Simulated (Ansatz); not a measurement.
Geometry optimisation, DFT PBE-D3(BJ), scalar-relativistic, plane waves, PAW (Ansatz).

input.yaml

```yaml
accuracy: low
crystal:
  lattice:
    - [8.966642, 0.0, 0.0]
    - [3.61263, 8.206679, 0.0]
    - [0.0, 0.0, 15.859036]
  atoms:
    - { symbol: Ba, position: [0.0, 0.0, 0.0630555] }
    - { symbol: Ti, position: [0.2676581, 0.6009914, 0.0883461] }
    - { symbol: O, position: [0.281062, 0.7781287, 0.1462357] }
    - { symbol: O, position: [0.7823105, 0.2793772, 0.1491437] }
    - { symbol: O, position: [0.4918178, 0.4976845, 0.0650768] }
    - { symbol: Ba, position: [0.5236457, 0.1903123, 0.1181308] }
    - { symbol: Ti, position: [0.7913037, 0.7913037, 0.1434213] }
    - { symbol: O, position: [0.8047077, 0.968441, 0.2013109] }
    - { symbol: O, position: [0.3059562, 0.4696895, 0.2042189] }
    - { symbol: O, position: [0.0154635, 0.6879968, 0.120152] }
    - { symbol: Ba, position: [0.0472913, 0.3806246, 0.173206] }
    - { symbol: Ti, position: [0.3149494, 0.9816161, 0.1984966] }
    - { symbol: O, position: [0.7574164, 0.5878164, 0.0911604] }
    - { symbol: O, position: [0.2586649, 0.0890649, 0.0940684] }
    - { symbol: O, position: [0.5391091, 0.8783091, 0.1752273] }
    - { symbol: Ba, position: [0.570937, 0.570937, 0.2282813] }
    - { symbol: Ti, position: [0.8385951, 0.1719284, 0.2535718] }
    - { symbol: O, position: [0.851999, 0.3490657, 0.3114614] }
    - { symbol: O, position: [0.3532475, 0.8503142, 0.3143694] }
    - { symbol: O, position: [0.0627548, 0.0686214, 0.2303025] }
    - { symbol: Ba, position: [0.0945826, 0.7612493, 0.2833565] }
    - { symbol: Ti, position: [0.3622407, 0.3622407, 0.3086471] }
    - { symbol: O, position: [0.3756447, 0.539378, 0.3665367] }
    - { symbol: O, position: [0.8768932, 0.0406265, 0.3694447] }
    - { symbol: O, position: [0.5864004, 0.2589338, 0.2853778] }
    - { symbol: Ba, position: [0.6182283, 0.9515616, 0.3384318] }
    - { symbol: Ti, position: [0.8858864, 0.552553, 0.3637223] }
    - { symbol: O, position: [0.3283533, 0.1587533, 0.2563862] }
    - { symbol: O, position: [0.8296018, 0.6600018, 0.2592942] }
    - { symbol: O, position: [0.1100461, 0.4492461, 0.3404531] }
    - { symbol: Al, position: [0.257349, 0.4993991, 0.4860974] }
    - { symbol: Cl, position: [0.2218408, 0.7422619, 0.5056761] }
    - { symbol: Cl, position: [0.0588441, 0.4369538, 0.5056761] }
    - { symbol: Cl, position: [0.4913621, 0.3189816, 0.5056761] }
basis:
  ecutwfc: 420.0
kpoints:
  mp_grid: { grid: [2, 2, 1] }
hamiltonian:
  xc: pbe
  dispersion: d3bj
  pseudopotentials: { kind: paw, azcp: { folder: soft_1 } }
scf:
  occupations: { method: fermi_dirac, width: 0.02 }
  lower_state_search: "off"
relax:
  f_tol: 0.08
  max_steps: 25
  adjacent_minimum: "off"
  constraints: [{ sites: [0, 1, 4, 12, 13] }]
output:
  write_density: true
  write_potential: true
  elf: true
  volumetric_format: npy
```

Command:

```bash
$ ansatz run input.yaml --threads 4 --pin off --max-ram 10240MiB --backend cpu --events-out ev --progress --plain --runs-dir out
```

Where does it end, and by what steps?

The run converged. The threshold is loose, so the end isn't yet a minimum. Limits of this set-up: coarse k mesh, thin slab, slab without dipole correction, a typed lattice constant that wasn't relaxed here, low accuracy level. After 23 steps the energy has fallen by 13.823 eV; Cl34 moved furthest, 2.00 Å. Parted: Ti7–O10 (1.88 → 3.79 Å), O8–Ti17 (2.13 → 3.68 Å), O8–Ba21 (2.83 → 4.41 Å), O8–Ba26 (2.78 → 4.55 Å), O10–Ba21 (2.83 → 4.99 Å), Ba11–O18 (2.89 → 4.40 Å).

```
step  energy less start (eV)  largest force component (eV/Å)  accepted
   0                  0.0000                           5.797       yes
   1                 -5.3176                           4.032       yes
   2                 -9.0416                           1.848       yes
   3                -10.5390                           0.916       yes
   4                -11.3766                           1.022       yes
   5                -11.8202                           0.810       yes
   6                -12.1149                           0.350       yes
   7                -12.2771                           0.245       yes
   8                -12.4219                           0.336       yes
   9                -12.6338                           0.351       yes
  10                -12.8442                           0.296       yes
  11                -13.0488                           0.399       yes
  12                -13.3103                           0.408       yes
  13                -13.5011                           0.307       yes
  14                -13.6383                           0.258       yes
  15                -13.6979                           0.353       yes
  16                -13.7547                           0.203       yes
  17                -13.7731                           0.196       yes
  18                -13.7881                           0.207       yes
  19                -13.7991                           0.170       yes
  20                -13.8064                           0.098       yes
  21                -13.8156                           0.109       yes
  22                -13.8199                           0.092       yes
  23                -13.8234                           0.063       yes
```

```xyz
34
Lattice="8.9666 0.0000 0.0000 3.6126 8.2067 0.0000 0.0000 0.0000 15.8590" Properties=species:S:1:pos:R:3
Ba 0.000 0.000 1.000
Ti 4.571 4.932 1.401
O 4.894 6.507 2.335
O 7.822 1.822 2.335
O 6.208 4.084 1.032
Ba 5.389 1.449 1.433
Ti 9.365 6.272 2.350
O 10.371 7.394 1.420
O 4.013 3.693 2.692
O 3.264 4.942 0.247
Ba 1.722 3.161 1.346
Ti 6.132 8.035 3.160
O 8.915 4.824 1.446
O 2.641 0.731 1.492
O 7.950 7.307 2.723
Ba 6.964 4.529 3.368
Ti 8.086 1.368 4.065
O 8.413 2.984 5.108
O 6.269 6.774 4.652
O 0.738 0.530 3.726
Ba 3.847 6.458 4.967
Ti 4.090 2.745 4.310
O 4.208 3.860 5.839
O 7.330 -0.049 4.879
O 5.774 2.176 4.154
Ba 8.520 7.789 5.553
Ti 9.867 4.027 5.174
O 3.340 1.108 4.353
O 9.552 5.584 4.284
O 2.029 3.291 4.161
Al 3.840 3.677 7.494
Cl 4.805 5.121 8.721
Cl 1.617 4.419 7.491
Cl 3.818 1.642 8.187
```

Whether the end is a true minimum wasn't checked by a vibrational analysis.

The run took 11 min on 4 threads of Arm Neoverse N1, with other jobs on the host, peak memory 3.9 GiB.
